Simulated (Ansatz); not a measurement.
Relaxation of a periodic cell of 17 atoms, Ta16H (host Ta, host structure bcc, interstitial H), to a largest force component of 0.08 eV/Å in at most 25 steps.

Theory: DFT PBE, scalar-relativistic, plane waves, PAW in Ansatz. Settings: accuracy low, cutoff 420 eV, k mesh 2x2x2, fermi-dirac smearing 0.05 eV, no spin polarisation.

```xyz
17
Lattice="6.6200 0.0000 0.0000 0.0000 6.6200 0.0000 0.0000 0.0000 6.6200" Properties=species:S:1:pos:R:3:forces:R:3
Ta 0.000 0.000 0.000 1.31 -0.69 0.02
Ta 3.310 0.000 0.000 -1.36 -0.72 0.02
Ta 0.000 3.310 0.000 0.12 0.16 0.00
Ta 0.000 0.000 3.310 -0.05 0.01 0.00
Ta 1.655 1.655 1.655 0.00 -0.02 -0.06
Ta 3.310 3.310 0.000 -0.12 0.16 0.00
Ta 3.310 0.000 3.310 0.05 0.01 0.00
Ta 4.965 1.655 1.655 0.00 0.52 0.84
Ta 0.000 3.310 3.310 -0.02 0.02 -0.01
Ta 1.655 4.965 1.655 0.00 -0.01 0.00
Ta 1.655 1.655 4.965 0.00 -0.03 0.06
Ta 3.310 3.310 3.310 0.02 0.02 -0.01
Ta 4.965 4.965 1.655 0.00 -0.18 0.15
Ta 4.965 1.655 4.965 0.00 0.70 -1.17
Ta 1.655 4.965 4.965 0.00 -0.01 0.00
Ta 4.965 4.965 4.965 0.00 -0.21 -0.17
H 4.960 0.767 -0.040 0.06 0.27 0.31
```

Where does it end, and by what steps?

The forces met the threshold. Limits of this set-up: coarse k mesh, odd electron count without spin, a small cell, in which the defect meets its images, a typed lattice constant that wasn't relaxed here, low accuracy level. After 4 steps the energy has fallen by 0.196 eV; H17 moved furthest, 0.07 Å.

```csv
step,energy less start (eV),largest force component (eV/Å),accepted
0,0.0000,1.361,yes
1,0.3196,1.712,no
2,-0.1830,0.180,yes
3,-0.1951,0.094,yes
4,-0.1965,0.005,yes
```

```xyz
17
Lattice="6.6200 0.0000 0.0000 0.0000 6.6200 0.0000 0.0000 0.0000 6.6200" Properties=species:S:1:pos:R:3
Ta 0.051 -0.043 -0.002
Ta 3.259 -0.043 -0.002
Ta 0.013 3.318 -0.002
Ta -0.005 0.004 3.308
Ta 1.655 1.644 1.648
Ta 3.296 3.318 -0.002
Ta 3.315 0.004 3.308
Ta 4.965 1.691 1.703
Ta -0.002 3.314 3.308
Ta 1.655 4.954 1.651
Ta 1.655 1.644 4.968
Ta 3.311 3.314 3.308
Ta 4.965 4.950 1.666
Ta 4.965 1.691 4.912
Ta 1.655 4.954 4.964
Ta 4.965 4.950 4.949
H 4.965 0.824 -0.002
```

Whether the end is a true minimum wasn't checked by a vibrational analysis.

Time of the run: 30 s on 2 threads of AMD EPYC 7B13 (Zen 3), with other jobs on the host, peak memory 0.83 GiB.
